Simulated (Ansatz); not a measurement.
# InH₃S₂: up Jacob's ladder to CCSD(T)

The task here is to estimate one member of a computed series from the others.

The runs use Ansatz 0.2.0, Gaussian basis; functionals in def2-TZVPP, the program's frozen cores in correlated methods.

Plan: LDA (SPW92), PBE-D4, revPBE-D4, BLYP-D4, r2SCAN-D4, B97M-V, PBE0-D4, B3LYP-D4, r2SCANh-D4, r2SCAN0-D4, HSE06-D4, BHLYP-D4, CAM-B3LYP-D4, LC-ωPBE, ωB97X-V, ωB97M-V, B2PLYP, PBE-QIDH; CCSD(T)/def2-SVP; CCSD(T)/def2-TZVPP; CCSD(T)/def2-QZVPP; extrapolation to the limit; RPA on PBE.

### The geometry

The geometry comes from an earlier relaxation with PBE0-D4 in a triple-zeta def2 set; it is a stationary point. In takes the def2 core potential; no spin-orbit term is included.

SMILES `[SH][InH][SH]`, 6 atoms, charge 0, spin multiplicity 1.

Atoms are counted from 1 here; the program's logs count them from 0.

Bond lengths: S1–In2 2.382 Å, S1–H4 1.343 Å, In2–S3 2.378 Å, In2–H5 1.705 Å, S3–H6 1.344 Å. Angles: In2–S1–H4 94.1°, S1–In2–S3 113.4°, S1–In2–H5 124.0°, S3–In2–H5 122.6°, In2–S3–H6 93.7°.

Set-up of the first run:

Input file in.yaml:

```yaml
crystal:
  periodic: [false, false, false]
  atoms:
    - {symbol: S, position_ang: [-1.813726, -0.481128, 0.162076]}
    - {symbol: In, position_ang: [0.391654, 0.122989, -0.505335]}
    - {symbol: S, position_ang: [1.878688, 0.440372, 1.322639]}
    - {symbol: H, position_ang: [-2.277705, -0.554155, -1.096497]}
    - {symbol: H, position_ang: [0.876946, 0.314303, -2.128401]}
    - {symbol: H, position_ang: [0.944144, 0.157629, 2.245519]}
basis:
  gaussian: {orbitals: def2-TZVPP}
hamiltonian: {xc: lda}
output: {orbitals: {seedname: orbitals}}
```

The run is started by

```bash
$ ansatz run in.yaml --threads 2 --pin off --events-out ev --progress --plain --max-ram 22528MiB --backend cpu
```

Among the steps run: LDA; PBE-D4 (GGA); revPBE-D4 (GGA); BLYP-D4 (GGA); r2SCAN-D4 (meta-GGA); B97M-V (meta-GGA); PBE0-D4 (hybrid); B3LYP-D4 (hybrid); r2SCANh-D4 (hybrid); r2SCAN0-D4 (hybrid); HSE06-D4 (hybrid); BHLYP-D4 (hybrid); CAM-B3LYP-D4 (range-separated); LC-ωPBE (range-separated); ωB97X-V (range-separated); ωB97M-V (range-separated); B2PLYP (double hybrid); PBE-QIDH (double hybrid).

One of the session's tables, all rows but one given; the rest of the session is left out.

It belongs to the step «Frontier levels by functional». 

```
  functional  HOMO (eV)  LUMO (eV)  gap (eV)
 LDA (SPW92)      -6.35      -2.38      3.97
      PBE-D4      -6.22      -2.11      4.11
   revPBE-D4      -6.17      -2.00      4.17
     BLYP-D4      -6.04      -2.05      3.99
   r2SCAN-D4      -6.50      -1.89      4.60
      B97M-V      -6.56      -2.10      4.46
     PBE0-D4          ?          ?         ?
    B3LYP-D4      -7.15      -1.68      5.47
  r2SCANh-D4      -6.93      -1.65      5.28
  r2SCAN0-D4      -7.58      -1.30      6.29
    HSE06-D4      -7.00      -1.79      5.21
    BHLYP-D4      -8.43      -0.78      7.65
CAM-B3LYP-D4      -8.68      -0.62      8.07
     LC-ωPBE     -10.10       0.44     10.54
     ωB97X-V      -9.73       0.32     10.05
     ωB97M-V      -9.55       0.09      9.64
```

Q: Estimate the row for PBE0-D4 from the others.

**Answer.** HOMO (eV): -7.40; LUMO (eV): -1.43; gap (eV): 5.97. In the column «HOMO (eV)» it lies between r2SCAN0-D4 (-7.58) and B3LYP-D4 (-7.15).
